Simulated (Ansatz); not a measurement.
Crystal: GaB.

```
Ga B
1.0
     2.71824    0.00000    0.00000
     0.00000    2.71824    0.00000
     0.00000    0.00000    3.23621
Ga B
1 1
Cartesian
  1.3591 1.3591 1.6181
  0.0000 0.0000 0.0000
```

The cell was built by a generator and needn't be a form met in nature.

Program: Ansatz 0.2.0. Alike in all runs: potentials or basis Ansatz PAW; no spin polarisation; cell as given; k mesh 6 × 6 × 5; smearing fermi-dirac 0.05 eV; the mesh is coarse, so values aren't converged. Hardware: 2 threads of Intel(R) Xeon(R) Platinum 8375C CPU @ 2.90GHz (Ice Lake), with other jobs on the host.

Q: Order these runs on this cell by their wall time, lowest first.
A. task band structure; level PBE; cutoff (eV) 420; points for each segment of the path 14
B. task band structure; level HSE06; cutoff (eV) 420; points for each segment of the path 4
C. task single point; level r2SCAN0; cutoff (eV) 500

A: A (0.91 s), C (17 s), B (97 s).

Caveats: all runs use coarse meshes.
